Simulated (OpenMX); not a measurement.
AlSn:

```xyz
2
Lattice="4.1981 0.0000 0.0000 -2.0991 3.6357 0.0000 0.0000 0.0000 3.3068" Properties=species:S:1:pos:R:3 pbc="T T T"
Sn    0.0000    2.4238    1.6534
Al    0.0000    0.0000    0.0000
```

The cell comes from a database or a generator and needn't be the stable form of this composition.

| Property | Result |
| --- | --- |
| Program | OpenMX 3.8.5 |
| Task | single point |
| Functional | PBE |
| Potentials or basis | OpenMX 2013 PBE set, Sn7.0-s3p2d2, Al7.0-s2p2d1, grid cutoff 500 Ry |
| k mesh | 7 × 7 × 9 |
| Occupations | fermi-dirac, width 0.05 eV |
| Spin | no spin polarisation |

On this cell: pressure 0.4 GPa; largest force 0.005 eV/Å; band gap on the k mesh none (metal or under the smearing width).

The same run follows on a disturbed copy (atoms moved at random, drawn with an rms of 0.05 Å):

```xyz
2
Lattice="4.1981 0.0000 0.0000 -2.0991 3.6357 0.0000 0.0000 0.0000 3.3068" Properties=species:S:1:pos:R:3 pbc="T T T"
Sn    0.0049    2.4017    1.6397
Al    0.0147    0.0155   -0.0180
```

**Question.** What does the disturbed cell give?

**Answer.** The energy (extrapolated to zero smearing) moves by +1.1 meV/atom; pressure 0.4 GPa; largest force 0.131 eV/Å; band gap on the k mesh none (metal or under the smearing width).

Forces in eV/Å, atoms in the order of the input:
```
Sn   0.032  0.126 -0.010
Al  -0.028 -0.125  0.006
```

Caveats: the basis of atomic orbitals isn't converged, which shifts pressures, moduli and gaps.
